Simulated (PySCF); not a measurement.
# TcNBr: doublet, from a B3LYP minimum start

Where does doublet TcNBr go from a B3LYP minimum start, is the end point a minimum, and what are its modes, charges and moments?

Computed with PySCF 2.14.0. Level: B3LYP, basis Tc def2-SVP with ECP28, N def2-SVP, Br def2-SVP, scalar-relativistic core potentials, no spin–orbit coupling, density fitting.

## (1) The starting structure

3 atoms, charge 0, spin multiplicity 2.

Bond lengths: Tc1–N2 1.585 Å, Tc1–Br3 2.462 Å. Angles: N2–Tc1–Br3 125.2°.

```xyz
3
charge 0 multiplicity 2
Tc    0.0000   -0.9506    0.0000
N     1.3795   -1.7316    0.0000
Br   -0.2448    1.4987    0.0000
```

## (2) Finding the electronic state

One driver script runs all steps and calls PySCF; scf.py shows how it sets up the SCF of each step. The optimiser is the driver's own. After this first run the driver tries any further starts and a stability analysis.

Input file scf.py:

```python
from pyscf import gto, scf, dft
mol = gto.M(atom='''
Tc    -0.000000    -0.950630    -0.000000
N      1.379510    -1.731630     0.000000
Br    -0.244780     1.498670     0.000000''',
    basis={'Tc': 'def2-SVP', 'N': 'def2-SVP', 'Br': 'def2-SVP'},
    ecp={'Tc': 'def2-SVP'},
    charge=0, spin=1)
mf = dft.UKS(mol, xc='B3LYP')
mf.grids.atom_grid = (50, 194)
aux = {'Tc': 'def2-universal-JKFIT', 'N': 'def2-universal-JKFIT', 'Br': 'def2-universal-JKFIT'}
mf = mf.density_fit(auxbasis=aux)
mf.conv_tol = 1e-08
mf.diis_space = 10
mf.max_cycle = 60
mf.init_guess = 'minao'
mf.verbose = 4
mf.kernel()
```

Started as:

```bash
> OMP_NUM_THREADS=2 python axn.py task.json out
```

The log of the run:

```text
init E= -2700.02280488707
[... the frontier-level lines of each cycle are left out ...]
cycle= 1 E= -2709.32284872505  delta_E= -9.3  |g|= 0.336  |ddm|= 2.18
cycle= 2 E= -2709.27083827753  delta_E= 0.052  |g|= 0.49  |ddm|= 0.927
cycle= 3 E= -2709.34649377804  delta_E= -0.0757  |g|= 0.347  |ddm|= 0.606
cycle= 4 E= -2709.39172935962  delta_E= -0.0452  |g|= 0.0937  |ddm|= 0.253
cycle= 5 E= -2709.39519707443  delta_E= -0.00347  |g|= 0.0329  |ddm|= 0.107
cycle= 6 E= -2709.39585804988  delta_E= -0.000661  |g|= 0.00582  |ddm|= 0.0455
cycle= 7 E= -2709.39592773134  delta_E= -6.97e-05  |g|= 0.00258  |ddm|= 0.0163
cycle= 8 E= -2709.39596027791  delta_E= -3.25e-05  |g|= 0.00136  |ddm|= 0.013
cycle= 9 E= -2709.39596982258  delta_E= -9.54e-06  |g|= 0.000634  |ddm|= 0.00837
cycle= 10 E= -2709.39597105975  delta_E= -1.24e-06  |g|= 0.00022  |ddm|= 0.00304
cycle= 11 E= -2709.39597121306  delta_E= -1.53e-07  |g|= 8.24e-05  |ddm|= 0.00118
cycle= 12 E= -2709.39597123084  delta_E= -1.78e-08  |g|= 3.02e-05  |ddm|= 0.000374
cycle= 13 E= -2709.3959712353  delta_E= -4.47e-09  |g|= 1.5e-05  |ddm|= 0.0002
Extra cycle  E= -2709.39597123629  delta_E= -9.9e-10  |g|= 2.2e-05  |ddm|= 9.02e-05
converged SCF energy = -2709.39597123629  <S^2> = 0.76424124  2S+1 = 2.0141909
```

This step, with its further starts and checks, needed 25 s of wall time on 2 threads of Arm Neoverse N1, shared host.

Energies from each starting density:

```csv
start,energy (Eh)
the minimal-basis guess,-2709.395971
a thermally smeared density,-2709.395339
a smeared PBE density,-2709.395339
```

No lower solution of this spin turned up from the other starts or in the test of internal stability.

## (3) Relaxation: B3LYP minimum start, doublet

The program finds Cs symmetry in the start, which this walk keeps.

Changes to scf.py since step 2:

```diff
@@ -3,3 +3,3 @@
-Tc    -0.000000    -0.950630    -0.000000
-N      1.379510    -1.731630     0.000000
-Br    -0.244780     1.498670     0.000000''',
+Tc     0.000001    -0.950631     0.000000
+N      1.379511    -1.731631     0.000000
+Br    -0.244779     1.498669     0.000000''',
@@ -16 +15,0 @@
-mf.init_guess = 'minao'
```

Steps of the walk:

```csv
step,energy (Eh),change (kJ/mol),largest symmetric gradient (Eh/bohr)
0,-2709.395971,0.00,0.00021
```

The walk took 3.1 s.

It settles in Cs symmetry, 0.0 kJ/mol below the start, after 0 steps: Tc–Br 2.462 Å, Tc–N 1.585 Å; Br–Tc–N 125.2°.

## (4) Is it a minimum? Harmonic modes

The point is checked on the finer grid, and tightened if its gradient asks for it. The Hessian and the dipole derivatives come from central differences of analytic gradients, with steps of 0.02 bohr.

Changes to scf.py since step 3:

```diff
@@ -10 +10 @@
-mf.grids.atom_grid = (50, 194)
+mf.grids.atom_grid = (75, 302)
@@ -13 +13 @@
-mf.conv_tol = 1e-08
+mf.conv_tol = 1e-10
```

The driver hands on the density of the step before, so the log starts near convergence.

Log of the central SCF (cycles and frontier levels):

```text
init E= -2709.39607151
[... the frontier-level lines of each cycle are left out ...]
cycle= 1 E= -2709.39607150998  delta_E= 2e-11  |g|= 8.43e-06  |ddm|= 1.05e-05
Extra cycle  E= -2709.39607150944  delta_E= 5.38e-10  |g|= 3.74e-05  |ddm|= 2.78e-05
converged SCF energy = -2709.39607150944  <S^2> = 0.76425141  2S+1 = 2.014201
```

The whole step took 86 s.

Geometry: Cs; Tc–Br 2.462 Å, Tc–N 1.585 Å; Br–Tc–N 125.2°.

Harmonic modes (main isotopes):

```tsv
symmetry	ω (cm⁻¹)	IR (km/mol)	μ (u)
a'	118	7.3	17.93
a'	271	30.5	73.99
a'	1212	93.5	15.64
```

Every mode is real; the point is a minimum.

Properties at this point:

* Dipole moment: 3.63 D
* Highest occupied level: -6.13 eV
* Lowest empty level: -3.79 eV
* Rotational constants: 0.9376, 0.05235, 0.04958 cm⁻¹
* Zero-point energy: 9.6 kJ/mol
* Principal polarisabilities: 40.1, 52.6, 74.1 bohr³
* Atomisation energy without zero-point energy: 843 kJ/mol
* Principal traceless quadrupole moments about the centre of mass: -8.08, 1.28, 6.80 D Å
* Entropy at 298.15 K and 1 bar (electronic part: spin only): 308.9 J/(mol K)
* Heat capacity Cp at 298.15 K: 49.4 J/(mol K)
* Enthalpy at 298.15 K above 0 K: 13.00 kJ/mol
* Rotational symmetry number: 1
* Spin squared ⟨S²⟩: 0.764

Populations by atom (charges in e):

```csv
atom,Mulliken,Löwdin,polar tensor,spin (Mulliken),Mayer order to Tc1
Tc1,0.45,-0.13,1.13,1.17,–
N2,-0.17,0.10,-0.58,-0.17,2.97
Br3,-0.28,0.02,-0.54,0.01,1.11
```

Mulliken populations on Tc1 (outside its core potential): s 2.29, p 6.34, d 5.89, f 0.03.

## (5) Summary of results

```
                                          quantity                                        value
                                           minimum                                  doublet, Cs
                                          geometry  Tc–Br 2.462 Å, Tc–N 1.585 Å; Br–Tc–N 125.2°
                                wavenumbers (cm⁻¹)                118 (a'), 271 (a'), 1212 (a')
                                     dipole moment                                       3.63 D
highest occupied, lowest empty level (either spin)                              -6.13, -3.79 eV
                        polar-tensor charge of Tc1                                      +1.13 e
                                 zero-point energy                                   9.6 kJ/mol
                               entropy at 298.15 K                              308.9 J/(mol K)
         atomisation energy (no zero-point energy)                                   843 kJ/mol
                                              ⟨S²⟩                                        0.764
```

What this shows: The B3LYP minimum start keeps its Cs symmetry and ends in a minimum. The strongest infrared band lies at 1212 cm⁻¹ (a', stretch). Most of the spin sits on Tc1 (Mulliken spin 1.17, against 1 for the whole molecule). Other starts or spin states, not run here, may lie lower. One determinant may miss the lowest occupation of an open d or f shell.

The search up to here took 1.9 min.
